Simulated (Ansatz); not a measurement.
# GeCCl (quartet): wave-function methods side by side, cc-pVDZ

An exercise on one series of results from a longer session: the logs are not shown, and one member is left open.

Computed with Ansatz 0.2.0, Gaussian basis. Level: cc-pVDZ, core rule «outside noble gas», up to 20 orbitals frozen.

Plan: UHF; CCSD(T) on ROHF; CCSD(T) on UHF; BCCD(T) on ROHF; CISD as a restricted active space (open shells left free, so some higher excitations enter); CCSDT(Q) on ROHF; CCSDT(Q) on UHF; CASSCF and MRCISD+Q, 13 electrons in 11 orbitals; CASSCF and NEVPT2, 13 electrons in 11 orbitals.

20 further runs of the same task are left out: 8 that didn't finish, 12 set aside as unsound or not needed. Runs told in other sessions of the task aren't counted.

## The system

The geometry is a PBE0/def2-TZVP stationary point (not a proven minimum) of the parent state, kept for this charge and spin. No spin-orbit coupling is included. The filled d shell of Ge may be among the frozen orbitals whatever the setting's name suggests.

3 atoms, charge 0, spin multiplicity 4.

Atoms are counted from 1 here; the program's logs count them from 0.

Bond lengths: C1–Ge2 1.796 Å, Ge2–Cl3 2.133 Å. Angles: C1–Ge2–Cl3 180.0°.

The first run:

File in.yaml:

```yaml
crystal:
  periodic: [false, false, false]
  atoms:
    - {symbol: C, position_ang: [0.000000, 0.000000, -1.908300]}
    - {symbol: Ge, position_ang: [0.000000, 0.000000, -0.112300]}
    - {symbol: Cl, position_ang: [0.000000, 0.000000, 2.020600]}
basis:
  gaussian: {orbitals: cc-pVDZ}
magnetization: {spin_polarized: true, initial_magnetization: 3}
hamiltonian: {xc: hf}
output: {orbitals: {seedname: orbitals}}
```

Launch:

```
$ ansatz run in.yaml --threads 1 --pin off --events-out ev --progress --plain --max-ram 2393MiB
```

Among the steps run: UHF; CCSD(T) on ROHF; CCSD(T) on UHF; BCCD(T) on ROHF; CISD as a restricted active space (open shells left free, so some higher excitations enter); CCSDT(Q) on ROHF; CCSDT(Q) on UHF; CASSCF and MRCISD+Q, 13 electrons in 11 orbitals; CASSCF and NEVPT2, 13 electrons in 11 orbitals.

One table of the session follows, with a row left open; its other results are not shown here.

It belongs to the step «Misses and costs». 

| method | from UCCSDT(Q) (meV) |
| --- | --- |
| ROHF | +9550.1 |
| UHF | +9389.9 |
| RMP2 | +1340.8 |
| UMP2 | ? |
| RCCSD | +468.9 |
| UCCSD | +458.0 |
| RCCSD(T) | +98.6 |
| UCCSD(T) | +96.1 |
| BCCD(T) | +98.6 |
| RCCSDT | +47.3 |
| UCCSDT | +42.3 |
| RCCSDT(Q) | +7.9 |
| UCCSDT(Q) | 0 |
| CASSCF valence | +7215.1 |
| NEVPT2 valence | +1341.9 |
| MRCISD valence | +727.4 |
| MRCISD+Q valence | +69.7 |

**Question.** Estimate the row for UMP2.

As computed: from UCCSDT(Q) (meV): +1422.8. In the column «from UCCSDT(Q) (meV)» it lies between NEVPT2 valence (+1341.9) and CASSCF valence (+7215.1).

Not comparable, so not listed: CISD as a restricted active space (open shells left free, so some higher excitations enter) (they don't share determinant, frozen orbitals or solution with the rows shown, or repeat one).

Caveats from the session: Restricted and unrestricted rows rest on different reference determinants; a gap between their highest levels can come from leftover correlation error, from unlike frozen cores or from another state.
